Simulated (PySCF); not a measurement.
**BSiH3OF2 (SMILES FB(F)O[SiH3]): levels of theory compared**

Wanted: a comparison of 6 runs (B3LYP/cc-pVDZ, BHLYP/cc-pVDZ, M06-2X/cc-pVDZ, PBE0/cc-pVDZ, SVWN5/cc-pVDZ, CCSD(T)/cc-pVDZ) of BSiH3OF2. 

The calculation is run with PySCF 2.14.0.

3 further runs of the same task are left out: 3 set aside as unsound or not needed.

### 1 The system as given

BSiH3OF2 has 8 atoms, charge 0, and is taken as a singlet. SMILES: `FB(F)O[SiH3]`. Geometry: relaxed at PBE0-D4/def2-TZVP.

Bond lengths: F1–B2 1.319 Å, B2–F3 1.328 Å, B2–O4 1.339 Å, O4–Si5 1.661 Å, Si5–H6 1.483 Å, Si5–H7 1.479 Å, Si5–H8 1.483 Å. Angles: F1–B2–F3 117.6°, F1–B2–O4 120.5°, F3–B2–O4 121.9°, B2–O4–Si5 133.7°, O4–Si5–H6 109.6°, O4–Si5–H7 106.3°, O4–Si5–H8 109.6°, H6–Si5–H7 110.5°, H6–Si5–H8 110.2°, H7–Si5–H8 110.5°.

### 2 A single-point energy at B3LYP/cc-pVDZ (run 1)

File geometry.xyz:

```xyz
8

F      1.644600    -1.936200     1.091800
B      0.585700    -1.261700     0.687700
F     -0.607700    -1.793900     0.922400
O      0.726600    -0.084400     0.064800
Si    -0.345100     1.014900    -0.568200
H     -1.234600     1.517600     0.506100
H      0.469500     2.116500    -1.124900
H     -1.146900     0.370000    -1.635500
```

File job.py:

```python
# FB(F)O[SiH3]
from pyscf import gto, dft

mol = gto.Mole()
mol.atom = 'geometry.xyz'
mol.basis = 'cc-pvdz'
mol.max_memory = 1860
mol.verbose = 3
mol.build()

myscf = dft.RKS(mol)
myscf.xc = 'b3lyp'
myscf.conv_tol = 1e-10
myscf.grids.level = 5
myscf.kernel()
if not myscf.converged:
    myscf = myscf.newton().run(myscf.mo_coeff, myscf.mo_occ)

e_tot = myscf.e_tot
print('Final energy', e_tot)
```

Launch:

```bash
OMP_NUM_THREADS=1 python job.py
```

Log:

```text
converged SCF energy = -591.287611397978
Final energy -591.2876113979785
```

It took 20 s on 1 thread of Intel Xeon at 2.70GHz, shared host; peak memory 0.45 GiB.

### 3 A single-point energy at BHLYP/cc-pVDZ (run 2)

File calc.py:

```python
from pyscf import gto, dft

mol = gto.Mole()
mol.atom = [
    ('F', (1.644600, -1.936200, 1.091800)),
    ('B', (0.585700, -1.261700, 0.687700)),
    ('F', (-0.607700, -1.793900, 0.922400)),
    ('O', (0.726600, -0.084400, 0.064800)),
    ('Si', (-0.345100, 1.014900, -0.568200)),
    ('H', (-1.234600, 1.517600, 0.506100)),
    ('H', (0.469500, 2.116500, -1.124900)),
    ('H', (-1.146900, 0.370000, -1.635500)),
]
mol.spin = 0
mol.basis = 'cc-pvdz'
mol.verbose = 3
mol.max_memory = 1860
mol.build()

ks = dft.RKS(mol, xc='bhandhlyp')
ks.grids.level = 5
ks.conv_tol = 1e-10
ks.kernel()
if not ks.converged:
    ks = ks.newton().run(ks.mo_coeff, ks.mo_occ)

energy = ks.e_tot
print(f'total energy: {energy:.8f} hartree')
```

Launch:

```bash
OMP_NUM_THREADS=1 python calc.py
```

Log:

```text
converged SCF energy = -591.152543048355
total energy: -591.15254305 hartree
```

It took 19 s on 1 thread of Intel Xeon at 2.70GHz, shared host; peak memory 0.45 GiB.

Runs 3 to 5 aren't shown in full; the table further down has their settings and results.

### 4 A single-point energy at CCSD(T)/cc-pVDZ (run 6)

File run.py:

```python
# FB(F)O[SiH3]
from pyscf import gto, scf, cc

mol = gto.Mole()
mol.atom = [
    ('F', (1.644600, -1.936200, 1.091800)),
    ('B', (0.585700, -1.261700, 0.687700)),
    ('F', (-0.607700, -1.793900, 0.922400)),
    ('O', (0.726600, -0.084400, 0.064800)),
    ('Si', (-0.345100, 1.014900, -0.568200)),
    ('H', (-1.234600, 1.517600, 0.506100)),
    ('H', (0.469500, 2.116500, -1.124900)),
    ('H', (-1.146900, 0.370000, -1.635500)),
]
mol.max_memory = 1860
mol.charge = 0
mol.verbose = 3
mol.basis = 'cc-pvdz'
mol.build()

mf = scf.RHF(mol)
mf.conv_tol = 1e-10
mf.kernel()
if not mf.converged:
    mf = mf.newton().run(mf.mo_coeff, mf.mo_occ)

mycc = cc.CCSD(mf, frozen=9)
mycc.kernel()
e_t = mycc.ccsd_t()
e_tot = mycc.e_tot + e_t
print('E = %.10f Eh' % e_tot)
```

Launch:

```bash
OMP_NUM_THREADS=1 python run.py
```

Log:

```text
converged SCF energy = -589.333033394522
E(CCSD) = -590.0924233227257  E_corr = -0.7593899282034282
CCSD(T) correction = -0.0148579590325469
E = -590.1072812818 Eh
```

Wall time 28 s (1 thread of Intel Xeon at 2.70GHz, shared host); peak memory 0.48 GiB.

### 5 All runs side by side

| run | level | integration grid | frozen core orbitals | energy (Eh) | dipole moment (D) of the reference | HOMO energy (eV) | LUMO energy (eV) | wall time |
| --- | --- | --- | --- | --- | --- | --- | --- | --- |
| 1 | B3LYP/cc-pVDZ | 5 | – | -591.287611 | 1.75 | -9.27 | 0.08 | 20 s |
| 2 | BHLYP/cc-pVDZ | 5 | – | -591.152543 | 1.90 | -10.92 | 1.21 | 19 s |
| 3 | M06-2X/cc-pVDZ | 5 | – | -591.148252 | 1.83 | -10.86 | 1.18 | 31 s |
| 4 | PBE0/cc-pVDZ | 5 | – | -590.834811 | 1.79 | -9.52 | 0.28 | 20 s |
| 5 | SVWN5/cc-pVDZ | 5 | – | -588.004680 | 1.71 | -8.07 | -0.86 | 12 s |
| 6 | CCSD(T)/cc-pVDZ | – | 9 | -590.107281 | 2.00 | -13.14 | 3.60 | 28 s |

### 6 Outcome

| quantity | value |
| --- | --- |
| run 6: total energy | -590.10728 Eh |
| run 6: dipole moment (Hartree–Fock density) | 2.00 D |
| run 6: HOMO energy (Hartree–Fock orbitals) | -13.14 eV |
| run 6: LUMO energy (Hartree–Fock orbitals) | 3.60 eV |
| run 6: HOMO–LUMO gap (Hartree–Fock orbitals) | 16.75 eV |
| run 6: correlation energy (9 core orbitals frozen) | -774.2 mEh |
| run 6: (T) correction | -14.86 mEh |
| run 6: T1 diagnostic | 0.012 |

Over runs 1, 2, 3, 4, 5 the dipole moment (its size) runs from 1.71 D (SVWN5/cc-pVDZ) to 1.90 D (BHLYP/cc-pVDZ). Over runs 1, 2, 3, 4, 5 the HOMO–LUMO gap runs from 7.21 eV (SVWN5/cc-pVDZ) to 12.13 eV (BHLYP/cc-pVDZ). Totals of different functionals can't be ranked against each other. All runs together took 2.2 min, the longest 31 s.
